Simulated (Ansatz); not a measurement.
**Scaling over cards: LDA, all-electron LAPW, LaGe2Ru2 (I4/mmm)**

Program: Ansatz 0.2.0. No other job shared the machine, and each run was timed once from launch to exit. Hardware: a node with four NVIDIA GB300 Max-Q cards and 144 Grace (Neoverse V2) cores. Times and memory are rounded to two significant figures, and ratios are formed from the unrounded values. A row is a single run, so small differences between rows aren't established. System services beside the runs took up to 5 cores (rounded up). Runs with a thread on every core shared the cores with them. Precision is the program's default, which can work at lower precision in parts of a run. Card memory is the largest of readings taken every 0.4 s, so short peaks can be missed, and it isn't given for runs under about 3 s. It shows what a run took, which needn't be the least that it can run in: the program holds more work at once where threads and free memory allow.

Commands are shown without the flags for output files and display.

* atoms: 5
* electrons in bands: 141
* cell volume: 94.15 Å³
* cutoff (chosen by the program): 378 eV
* k mesh: 13×13×16
* k points solved: 735
* symmetry operations used (translations within a supercell counted): 4
* plane waves at Γ: 1605
* dense FFT grid: 30×30×40
* bands at the start: 85
* spin: none
* first density: superposed atoms

The input file:

```yaml
crystal:
  lattice:
    - [-2.154439, 2.154439, 5.070735]
    - [2.154439, -2.154439, 5.070735]
    - [2.154439, 2.154439, -5.070735]
  atoms:
    - { symbol: La, position: [0.000000, 0.000000, 0.000000] }
    - { symbol: Ge, position: [0.637322, 0.637322, 0.000000] }
    - { symbol: Ge, position: [0.362678, 0.362678, 0.000000] }
    - { symbol: Ru, position: [0.250000, 0.750000, 0.500000] }
    - { symbol: Ru, position: [0.750000, 0.250000, 0.500000] }
kpoints:
  mp_grid: { grid: [13, 13, 16] }
hamiltonian:
  xc: lda
  pseudopotentials: { kind: all_electron, lapw: {} }
scf:
  occupations: { method: fermi_dirac, width: 0.05 }
output: { forces: true }
```

The log of this input tells: mesh cuts symmetry 16→4. «mesh cuts symmetry a→b»: the program warns that the k mesh doesn't keep all a symmetry operations of the cell (for a supercell the count includes its translations). It used the b that carry the mesh onto itself, so fewer k points are equivalent than under the full symmetry.

Commands:

```bash
ansatz run input.yaml --backend cuda --devices 1
ansatz run input.yaml --backend cuda --devices 2
ansatz run input.yaml --backend cuda --devices 4
```

| cards | wall time | speed-up | efficiency | SCF clock | outside it | speed-up on the SCF clock | CPU time | SCF iterations | fullest card (GiB) | threads | the cards share |
| --- | --- | --- | --- | --- | --- | --- | --- | --- | --- | --- | --- |
| 1 | 110 s | 1.0 | 100 % | 100 s | 2.2 s | 1.0 | 46 min | 13 | 88 | 144 |  |
| 2 | 53 s | 2.0 | 99 % | 50 s | 2.8 s | 2.0 | 70 min | 13 | 50 | 2×72 | k points |

The SCF clock is the program's own. It runs from the start of the first SCF loop to the final result and holds forces, stress, later SCFs and response steps. Outside it lie start-up, exit and the set-up ahead of the first loop, which depends on the cell and the method.

LAPW's cutoff and plane waves are those at the start; the program can enlarge the basis.

Threads written as a×b are a pools of b host workers, as the log lists them; the log's own count of threads can differ.

Speed-up and efficiency count from the run on 1 card. What limits the scaling wasn't traced. The host workers change with the cards, so the speed-up needn't be that of the cards alone.

Q: What is the wall time on 4 cards?

A: It took 32 s, a speed-up of 3.2 and an efficiency of 81 %, with 40 min of CPU time. On the SCF clock alone the speed-up is 3.9. Of the wall time 27 s is on the SCF clock and 5.8 s outside. The cards share k points, with 4 pools of 36 host workers by the log's list (its own count of threads can differ).
